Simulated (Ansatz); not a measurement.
# BClH3NO2Si: harmonic frequencies at the relaxed geometry in Python

At which frequencies does BClH3NO2Si vibrate? Wanted for BClH3NO2Si: harmonic frequencies at the relaxed geometry. SMILES: N[Si]1(O)OB1Cl.

Program: Ansatz 0.2.0 through its Python package. Level of theory: PBE0+D4/def2-SVP. These are calculated values, not measurements.

### 1 The structure

Bond lengths: N1–Si2 1.813 Å, Si2–O3 1.693 Å, Si2–O4 1.602 Å, Si2–B5 1.993 Å, O4–B5 1.427 Å, B5–Cl6 1.868 Å, N1–H7 1.010 Å, N1–H8 0.997 Å, O3–H9 1.018 Å. Angles: N1–Si2–O3 114.1°, N1–Si2–O4 110.9°, N1–Si2–B5 122.6°, O3–Si2–O4 107.2°, O3–Si2–B5 122.6°, O4–Si2–B5 45.2°, Si2–N1–H7 107.4°, Si2–N1–H8 105.8°, H7–N1–H8 111.5°, Si2–O3–H9 106.7°, Si2–O4–B5 82.1°, Si2–B5–O4 52.8°, Si2–B5–Cl6 140.2°, O4–B5–Cl6 148.2°.

No structure file is read: the coordinates are typed or built in the script.

### 2 Script

Contents of bclh3no2si_freq.py:

```python
"""Harmonic frequencies of BClH3NO2Si at its relaxed geometry."""

import itertools

import ansatz as az
from ase.data import atomic_numbers, covalent_radii
import numpy as np


def main() -> None:
    geometry_ang = [
        ("N", (0.2423, -1.2276, -1.2118)),
        ("Si", (0.0524, 0.0271, 0.0834)),
        ("O", (0.6053, -0.4632, 1.6068)),
        ("O", (-1.4837, 0.4501, 0.2503)),
        ("B", (-0.9802, 1.7091, -0.1928)),
        ("Cl", (-0.8307, 3.5483, 0.0949)),
        ("H", (1.2155, -1.498, -1.2308)),
        ("H", (-0.3421, -1.9879, -0.9398)),
        ("H", (1.6096, -0.6043, 1.5228)),
    ]
    geometry = az.Crystal.molecule()
    for symbol, xyz in geometry_ang:
        geometry = geometry.atom(symbol, xyz)

    setup = (
        geometry.calculation()
        .basis(gaussian="def2-SVP")
        .functional("pbe0", dispersion="d4")
    )
    symbols = [site.symbol for site in geometry.cartesian_sites]
    start = np.array([site.position_ang for site in geometry.cartesian_sites], dtype=float)
    r = setup.relax(force_tolerance=0.003, max_steps=100).run(threads=1).report
    end = np.array(r["positions_ang"])

    # pairs closer than 1.2 times the sum of covalent radii, before or after
    radius = [covalent_radii[atomic_numbers[s]] for s in symbols]
    span = lambda where, i, j: np.linalg.norm(where[i] - where[j])
    bonded = [(i, j) for i, j in itertools.combinations(range(len(symbols)), 2) if min(span(start, i, j), span(end, i, j)) < 1.2 * (radius[i] + radius[j])]
    print("pair        before    after (A)")
    for i, j in bonded:
        print(f"{symbols[i]}{i}-{symbols[j]}{j}".ljust(10), f"{span(start, i, j):8.4f} {span(end, i, j):8.4f}")
    for first, second in list(itertools.combinations(bonded, 2)):
        shared = set(first) & set(second)
        if shared and symbols[(j := shared.pop())] != "H":
            i, k = sorted((set(first) | set(second)) - {j})
            u, v = end[i] - end[j], end[k] - end[j]
            angle = np.degrees(np.arccos(np.clip(u @ v / np.linalg.norm(u) / np.linalg.norm(v), -1, 1)))
            print(f"final angle {symbols[i]}{i}-{symbols[j]}{j}-{symbols[k]}{k}: {angle:.2f} deg")

    # same settings at the minimum
    minimum = az.Crystal.molecule()
    for symbol, place in zip(symbols, end):
        minimum = minimum.atom(symbol, place.tolist())
    vibrating = minimum.calculation()
    vibrating = vibrating.basis(gaussian="def2-SVP")
    vibrating = vibrating.functional("pbe0", dispersion="d4")
    vibrating = vibrating.phonons(temperatures=(298.15, 498.15, 100))
    vib = vibrating.run(threads=1).report["vibrations"]
    sums = vib["harmonic_sums"]
    modes = [m["omega_inv_cm"] for m in sums["modes_at_gamma"] if m["rigid_motion"] == "no"]
    for number, w in enumerate(modes, start=1):
        print(f"mode {number:2d} {w:9.1f} 1/cm {w / 8065.544 * 1000:8.2f} meV")
    print("imaginary modes:", sum(w < 0 for w in modes), " zero-point energy:", round(sums["zero_point_energy_ev"], 4), "eV")
    print("T (K)   F_vib (eV)   S_vib (meV/K)   C_vib (meV/K)")
    for row in zip(sums["temperatures_k"], sums["vibrational_free_energy_ev"], vib["entropy_ev_per_k"], vib["heat_capacity_ev_per_k"]):
        print(f"{row[0]:6.1f} {row[1]:11.4f} {1000 * row[2]:13.4f} {1000 * row[3]:15.4f}")


if __name__ == "__main__":
    main()
```

### 3 The run

Launch:

```sh
python bclh3no2si_freq.py
```

The program printed:

```text
pair        before    after (A)
N0-Si1       1.8133   1.7009
N0-H6        1.0102   1.0126
N0-H7        0.9968   1.0143
Si1-O2       1.6932   1.6520
Si1-O3       1.6020   1.7648
Si1-B4       1.9929   1.8835
O2-H8        1.0176   0.9613
O3-B4        1.4265   1.3462
B4-Cl5       1.8676   1.7421
final angle Si1-N0-H6: 121.27 deg
final angle Si1-N0-H7: 122.09 deg
final angle N0-Si1-O2: 108.51 deg
final angle N0-Si1-O3: 119.85 deg
final angle N0-Si1-B4: 127.71 deg
final angle H6-N0-H7: 112.50 deg
final angle O2-Si1-O3: 106.88 deg
final angle O2-Si1-B4: 123.57 deg
final angle Si1-O2-H8: 116.28 deg
final angle O3-Si1-B4: 43.15 deg
final angle Si1-O3-B4: 73.13 deg
final angle Si1-B4-O3: 63.72 deg
final angle Si1-B4-Cl5: 166.66 deg
final angle O3-B4-Cl5: 129.62 deg
mode  1     104.0 1/cm    12.89 meV
mode  2     196.7 1/cm    24.39 meV
mode  3     203.6 1/cm    25.24 meV
mode  4     239.9 1/cm    29.75 meV
mode  5     263.7 1/cm    32.69 meV
mode  6     321.5 1/cm    39.87 meV
mode  7     355.0 1/cm    44.01 meV
mode  8     385.7 1/cm    47.82 meV
mode  9     413.3 1/cm    51.24 meV
mode 10     439.9 1/cm    54.54 meV
mode 11     608.7 1/cm    75.46 meV
mode 12     780.2 1/cm    96.73 meV
mode 13     793.8 1/cm    98.42 meV
mode 14     899.3 1/cm   111.50 meV
mode 15     948.7 1/cm   117.62 meV
mode 16    1072.3 1/cm   132.95 meV
mode 17    1398.4 1/cm   173.38 meV
mode 18    1530.6 1/cm   189.77 meV
mode 19    3611.0 1/cm   447.71 meV
mode 20    3720.6 1/cm   461.30 meV
mode 21    3942.0 1/cm   488.75 meV
imaginary modes: 0  zero-point energy: 1.378 eV
T (K)   F_vib (eV)   S_vib (meV/K)   C_vib (meV/K)
 298.1      1.2854        0.7594          0.8864
 398.1      1.1951        1.0404          1.0549
 498.1      1.0783        1.2904          1.1745
```

Run time: 4.5 min. Hardware: 1 thread of Arm Neoverse V2, shared host; peak memory 0.32 GiB.

### 4 Run by run

The 2 runs, in the order started:

```csv
run,kind of run,energy from run 2 (eV),SCF cycles in all,CPU time (s)
1,relaxation,0.0000,179,120
2,phonons,0.0000,342,150
```

### 5 How the relaxation of run 1 went

Step by step:

```csv
step,energy from step 1 (eV),largest force component (eV/Å)
1,0.0000,4.7392
2,-1.1141,2.4450
3,-1.5733,0.7779
4,-1.6293,0.4762
5,-1.6836,0.4627
6,-1.7265,0.6267
7,-1.7324,1.2954
8,-1.7901,0.5542
9,-1.8265,0.3513
10,-1.8450,0.3885
11,-1.8460,1.6846
12,-1.8540,0.6643
13,-1.8037,1.4775
14,-1.9006,0.3276
15,-1.9052,0.2226
16,-1.9061,0.0526
17,-1.9063,0.0278
18,-1.9064,0.0117
19,-1.9064,0.0071
20,-1.9064,0.0038
21,-1.9064,0.0046
22,-1.9064,0.0027
```

Step 1 is the start. Step 13 was tried and not accepted.

Before: Bond lengths: N1–Si2 1.813 Å, Si2–O3 1.693 Å, Si2–O4 1.602 Å, Si2–B5 1.993 Å, O4–B5 1.427 Å, B5–Cl6 1.868 Å, N1–H7 1.010 Å, N1–H8 0.997 Å, O3–H9 1.018 Å. Angles: N1–Si2–O3 114.1°, N1–Si2–O4 110.9°, N1–Si2–B5 122.6°, O3–Si2–O4 107.2°, O3–Si2–B5 122.6°, O4–Si2–B5 45.2°, Si2–N1–H7 107.4°, Si2–N1–H8 105.8°, H7–N1–H8 111.5°, Si2–O3–H9 106.7°, Si2–O4–B5 82.1°, Si2–B5–O4 52.8°, Si2–B5–Cl6 140.2°, O4–B5–Cl6 148.2°.

After: Bond lengths: N1–Si2 1.701 Å, Si2–O3 1.652 Å, Si2–O4 1.765 Å, Si2–B5 1.884 Å, O4–B5 1.346 Å, B5–Cl6 1.742 Å, N1–H7 1.013 Å, N1–H8 1.014 Å, O3–H9 0.961 Å. Angles: N1–Si2–O3 108.5°, N1–Si2–O4 119.9°, N1–Si2–B5 127.7°, O3–Si2–O4 106.9°, O3–Si2–B5 123.6°, O4–Si2–B5 43.2°, Si2–N1–H7 121.3°, Si2–N1–H8 122.1°, H7–N1–H8 112.5°, Si2–O3–H9 116.3°, Si2–O4–B5 73.1°, Si2–B5–O4 63.7°, Si2–B5–Cl6 166.7°, O4–B5–Cl6 129.6°.

### 6 Vibrations

Frequencies (cm⁻¹; negative: imaginary): 104, 197, 204, 240, 264, 322, 355, 386, 413, 440, 609, 780, 794, 899, 949, 1072, 1398, 1531, 3611, 3721, 3942.

### 7 Outcome

| quantity | value |
| --- | --- |
| runs compared | 2 |
| moves of the relaxation of run 1 | 20 |
| energy gained in run 1 | 1.906 eV |
| last largest force component of run 1 | 0.0027 eV/Å |
| highest frequency | 3942 cm⁻¹ |
| imaginary modes | 0 |
| zero-point energy | 1.378 eV |

What this shows: Run 1: The relaxation took 20 moves; the largest shift is 1.180 Å, of atom 7 (H). So large a move can change the bonding: the results belong to the relaxed structure. All frequencies are real, so the geometry is a minimum. The values are harmonic; measured fundamentals also hold anharmonic shifts, mostly downward for stretches. The frequencies are harmonic and unscaled, in a modest basis. The result belongs to the one conformer reached from this start, and soft torsions count as harmonic oscillators.
